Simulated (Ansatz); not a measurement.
# ZnS with a defect (Cl on an S site): a single-point run

The task is a single point on ZnS with a defect (Cl on an S site) that gives the gradients at the nuclei.

The COD entry's cell or inner coordinates are ideal or old and differ from later refinements, so a difference from it is no clean test against experiment.

Computed with Ansatz 0.2.0 (DFT, PBE, plane-wave PAW, default files, scalar-relativistic, unless a step's input says otherwise).

## (1) The starting structure

Symmetry: P31m, No. 157, trigonal system. The conventional cell has a = 6.603 Å, b = 6.603 Å, c = 18.690 Å, α = 90.00°, β = 90.00°, γ = 120.00°. Zn (site symmetry m) has 4 S at 2.33 to 2.34 Å as nearest neighbours. Zn (site symmetry 3m) is surrounded by 3 S at 2.33 Å and 1 Cl at 2.34 Å. Zn (site symmetry 3) has 4 S at 2.33 to 2.34 Å as nearest neighbours. Zn (site symmetry m) has 3 S at 2.33 to 2.34 Å and 1 Cl at 2.33 Å as nearest neighbours. Around Zn (site symmetry 3m) lie 4 S at 2.33 to 2.34 Å. Only part of the 16 independent sites is listed.

The input asks for a charge of +1 e on the cell.

Coordinates:

```
CELL_PARAMETERS angstrom
5.71800 3.30129 0.00000
-5.71800 3.30129 0.00000
0.00000 0.00000 18.68999
ATOMIC_POSITIONS crystal
Zn 0.00000 0.00000 0.00000
Zn 0.33333 0.66667 0.00000
Zn 0.66667 0.33333 0.00000
Zn 0.00000 0.00000 0.50000
Zn 0.33333 0.66667 0.50000
Zn 0.66667 0.33333 0.50000
Zn 0.33333 0.33333 0.16667
Zn 0.66667 0.00000 0.16667
Zn 0.00000 0.66667 0.16667
Zn 0.33333 0.00000 0.66667
Zn 0.66667 0.66667 0.66667
Zn 0.00000 0.33333 0.66667
Zn 0.33333 0.00000 0.33333
Zn 0.66667 0.66667 0.33333
Zn 0.00000 0.33333 0.33333
Zn 0.33333 0.33333 0.83333
Zn 0.66667 0.00000 0.83333
Zn 0.00000 0.66667 0.83333
S 0.00000 0.00000 0.12500
S 0.33333 0.66667 0.12500
S 0.66667 0.33333 0.12500
S 0.00000 0.00000 0.62500
S 0.33333 0.66667 0.62500
S 0.66667 0.33333 0.62500
Cl 0.33333 0.33333 0.29167
S 0.66667 0.00000 0.29167
S 0.00000 0.66667 0.29167
S 0.33333 0.00000 0.79167
S 0.66667 0.66667 0.79167
S 0.00000 0.33333 0.79167
S 0.33333 0.00000 0.45833
S 0.66667 0.66667 0.45833
S 0.00000 0.33333 0.45833
S 0.33333 0.33333 0.95833
S 0.66667 0.00000 0.95833
S 0.00000 0.66667 0.95833
```

## (2) Input and run

input.yaml reads:

```yaml
crystal:
  lattice:
    - [5.718, 3.3012888392, 0.0]
    - [-5.718, 3.3012888392, 0.0]
    - [0.0, 0.0, 18.68999]
  atoms:
    - { symbol: Zn, position: [0.0, 0.0, 0.0] }
    - { symbol: Zn, position: [0.3333333333, 0.6666666667, 0.0] }
    - { symbol: Zn, position: [0.6666666667, 0.3333333333, 0.0] }
    - { symbol: Zn, position: [0.0, 0.0, 0.5] }
    - { symbol: Zn, position: [0.3333333333, 0.6666666667, 0.5] }
    - { symbol: Zn, position: [0.6666666667, 0.3333333333, 0.5] }
    - { symbol: Zn, position: [0.3333333333, 0.3333333334, 0.16667] }
    - { symbol: Zn, position: [0.6666666667, 0.0, 0.16667] }
    - { symbol: Zn, position: [0.0, 0.6666666667, 0.16667] }
    - { symbol: Zn, position: [0.3333333333, 1.0, 0.66667] }
    - { symbol: Zn, position: [0.6666666667, 0.6666666666, 0.66667] }
    - { symbol: Zn, position: [0.0, 0.3333333333, 0.66667] }
    - { symbol: Zn, position: [0.3333333333, 1.0, 0.33333] }
    - { symbol: Zn, position: [0.6666666667, 0.6666666666, 0.33333] }
    - { symbol: Zn, position: [0.0, 0.3333333333, 0.33333] }
    - { symbol: Zn, position: [0.3333333333, 0.3333333334, 0.83333] }
    - { symbol: Zn, position: [0.6666666667, 0.0, 0.83333] }
    - { symbol: Zn, position: [0.0, 0.6666666667, 0.83333] }
    - { symbol: S, position: [0.0, 0.0, 0.125] }
    - { symbol: S, position: [0.3333333333, 0.6666666667, 0.125] }
    - { symbol: S, position: [0.6666666667, 0.3333333333, 0.125] }
    - { symbol: S, position: [0.0, 0.0, 0.625] }
    - { symbol: S, position: [0.3333333333, 0.6666666667, 0.625] }
    - { symbol: S, position: [0.6666666667, 0.3333333333, 0.625] }
    - { symbol: Cl, position: [0.3333333333, 0.3333333334, 0.29167] }
    - { symbol: S, position: [0.6666666667, 0.0, 0.29167] }
    - { symbol: S, position: [0.0, 0.6666666667, 0.29167] }
    - { symbol: S, position: [0.3333333333, 1.0, 0.79167] }
    - { symbol: S, position: [0.6666666667, 0.6666666666, 0.79167] }
    - { symbol: S, position: [0.0, 0.3333333333, 0.79167] }
    - { symbol: S, position: [0.3333333333, 1.0, 0.45833] }
    - { symbol: S, position: [0.6666666667, 0.6666666666, 0.45833] }
    - { symbol: S, position: [0.0, 0.3333333333, 0.45833] }
    - { symbol: S, position: [0.3333333333, 0.3333333334, 0.95833] }
    - { symbol: S, position: [0.6666666667, 0.0, 0.95833] }
    - { symbol: S, position: [0.0, 0.6666666667, 0.95833] }
total_charge: 1
kpoints:
  mp_grid: { grid: [3, 3, 1] }
scf:
  occupations: { method: fermi_dirac, width: 0.01 }
  convergence: { dr2_threshold: 1.0e-20 }
  max_iter: 80
hamiltonian:
  xc: pbe
  pseudopotentials: { kind: paw }
output:
  forces: true
  stress: true
  populations: true
  efg:
    quadrupole_moments_barn: { Zn: 0.122, S: -0.0694, Cl: -0.08112 }
    contact_densities: true
```

On the command line:

```
ansatz run input.yaml --threads 1 --pin off --max-ram 3072MiB --backend cpu --events-out ev --progress --plain --runs-dir out
```

What happens when this is run?

The run converged and reported no error. That alone doesn't make the input a sound one.

Look at the input: scf.convergence.dr2_threshold is 1.0e-20. The risk: threshold needlessly tight. Once met, so tight a threshold does no harm; it costs cycles.

Run again and compare: delete scf.convergence.dr2_threshold (the default then holds).
